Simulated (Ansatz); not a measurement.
# WSe2: a relaxation

The task is a relaxation on WSe2. The structure is shown as the input types it.

Method: DFT, r2SCAN, PAW with Ansatz's default frozen-core files, scalar-relativistic; relaxation of cell and atoms, in Ansatz 0.2.0.

### 1 Starting point

The structure is hexagonal, space group P6_3/mmc (No. 194). Conventional cell: a = 3.290 Å, b = 3.290 Å, c = 12.970 Å, α = 90.00°, β = 90.00°, γ = 120.00°. W (site symmetry -6m2) is surrounded by 6 Se at 2.53 Å. Around Se (site symmetry 3m) lie 3 W at 2.53 Å.

Structure file:

```cif
data_structure
_symmetry_space_group_name_H-M 'P 1'
_symmetry_Int_Tables_number 1
_cell_length_a 3.2900
_cell_length_b 3.2900
_cell_length_c 12.9700
_cell_angle_alpha 90.000
_cell_angle_beta 90.000
_cell_angle_gamma 120.000
_cell_volume 121.58
loop_
_atom_site_label
_atom_site_type_symbol
_atom_site_fract_x
_atom_site_fract_y
_atom_site_fract_z
_atom_site_occupancy
W1 W 0.33333 0.66667 0.25000 1
W2 W 0.66667 0.33333 0.75000 1
Se1 Se 0.33333 0.66667 0.62100 1
Se2 Se 0.66667 0.33333 0.12100 1
Se3 Se 0.33333 0.66667 0.87900 1
Se4 Se 0.66667 0.33333 0.37900 1
```

### 2 Input and run

input.yaml

```yaml
crystal:
  lattice:
    - [3.29000000002, 0.0, 0.0]
    - [-1.64500000001, 2.84922357847, 0.0]
    - [0.0, 0.0, 12.97]
  atoms:
    - { symbol: W, position: [0.333333333333, 0.666666666667, 0.25] }
    - { symbol: W, position: [0.666666666667, 0.333333333333, 0.75] }
    - { symbol: Se, position: [0.333333333333, 0.666666666667, 0.621] }
    - { symbol: Se, position: [0.666666666667, 0.333333333333, 0.121] }
    - { symbol: Se, position: [0.333333333333, 0.666666666667, 0.879] }
    - { symbol: Se, position: [0.666666666667, 0.333333333333, 0.379] }
kpoints:
  mp_grid: { grid: [1, 1, 1] }
scf:
  occupations: { method: fixed }
  max_iter: 80
hamiltonian:
  xc: r2scan
  pseudopotentials: { kind: paw }
relax:
  f_tol: 0.002
  max_steps: 80
  cell: {}
output:
  forces: true
  stress: true
  write_density: true
  write_potential: true
  elf: true
  volumetric_format: npy
```

On the command line:

```bash
$ ansatz run input.yaml --threads 2 --pin off --max-ram 6144MiB --backend cpu --events-out ev --progress --plain --runs-dir out
```

What happens when this is run?

The program finished normally. Convergence says nothing about whether the input makes sense.

In the input, kpoints.mp_grid.grid is [1, 1, 1]. Band dispersion is ignored when only one k-point is used.

The test: set kpoints.mp_grid.grid to [10, 10, 2].
